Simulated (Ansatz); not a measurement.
ZrOs3:

```xyz
4
Lattice="3.9966 0.0000 0.0000 0.0000 3.9966 0.0000 0.0000 0.0000 3.9966" Properties=species:S:1:pos:R:3 pbc="T T T"
Os    0.0000    1.9983    1.9983
Os    1.9983    0.0000    1.9983
Os    1.9983    1.9983    0.0000
Zr    0.0000    0.0000    0.0000
```

The cell comes from a database or a generator and needn't be the stable form of this composition.

Base run:

```yaml
Program: Ansatz 0.2.0
Functional: PBE
Potentials_or_basis: Ansatz PAW
Cutoff: 420 eV
Density_cutoff: 1680 eV
k_mesh: 7 × 7 × 7
Occupations: fermi-dirac, width 0.05 eV
Spin: no spin polarisation
```

Its results: band gap on the k mesh none (metal or under the smearing width); pressure -2.1 GPa.

Question: The run is repeated on the same cell with these changes: functional from PBE to RPBE; occupations from fermi-dirac, width 0.05 eV to gaussian, width 0.05 eV. What comes out?

Answer: Band gap on the k mesh none (metal or under the smearing width); pressure 1.3 GPa.

Caveats: the potentials were made for another functional, which shifts forces and pressure (some runs); the PAW data sets come from PBE, with cores solved anew for the run's functional, which leaves a small shift of forces and pressure (some runs).

Not every run made on this cell is shown here.
